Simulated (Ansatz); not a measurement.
# CH3BO2S: the cost of one run

The runs use Ansatz 0.2.0, Gaussian basis; the settings change from run to run.

## (1) The relaxed structure

The geometry comes from an earlier relaxation with PBE0-D4 in a triple-zeta def2 set; it is a stationary point, not always the lowest conformer.

SMILES `OB1OCS1`, 8 atoms, charge 0, spin multiplicity 1.

Atoms are counted from 1 here; the program's logs count them from 0.

Bond lengths: O1–B2 1.344 Å, O1–H6 0.959 Å, B2–O3 1.374 Å, B2–S5 1.830 Å, O3–C4 1.422 Å, C4–S5 1.837 Å, C4–H7 1.090 Å, C4–H8 1.090 Å. Angles: B2–O1–H6 114.4°, O1–B2–O3 124.6°, O1–B2–S5 136.2°, O3–B2–S5 99.2°, B2–O3–C4 95.2°, O3–C4–S5 97.1°, O3–C4–H7 111.4°, O3–C4–H8 111.4°, S5–C4–H7 112.3°, S5–C4–H8 112.3°, H7–C4–H8 111.6°, B2–S5–C4 68.5°.

## (2) revPBE0/cc-pVTZ-DK

Set apart from the defaults: atoms shaken by 0.03 Å, D3(BJ) with three-body dispersion.

The input, in.yaml:

```yaml
crystal:
  periodic: [false, false, false]
  atoms:
    - {symbol: O, position_ang: [-0.323785, 1.644975, 1.281673]}
    - {symbol: B, position_ang: [-0.153199, 0.611593, 0.442592]}
    - {symbol: O, position_ang: [0.070506, -0.700605, 0.799725]}
    - {symbol: C, position_ang: [0.257650, -1.155238, -0.503329]}
    - {symbol: S, position_ang: [0.032836, 0.484777, -1.384992]}
    - {symbol: H, position_ang: [-0.424009, 2.506883, 0.861197]}
    - {symbol: H, position_ang: [-0.521804, -1.851069, -0.853369]}
    - {symbol: H, position_ang: [1.174699, -1.613454, -0.663990]}
basis:
  gaussian: {orbitals: cc-pVTZ-DK}
hamiltonian: {xc: {name: revPBE0}, dispersion: d3bjatm}
output: {forces: true}
```

On the command line:

```console
$ ansatz run in.yaml --threads 2 --pin off --events-out ev --progress --plain --max-ram 4352MiB
```

What time and memory should one allow on 2 threads of Arm Neoverse V2, shared host?

About 3.9 s, with a peak of 0.44 GiB.
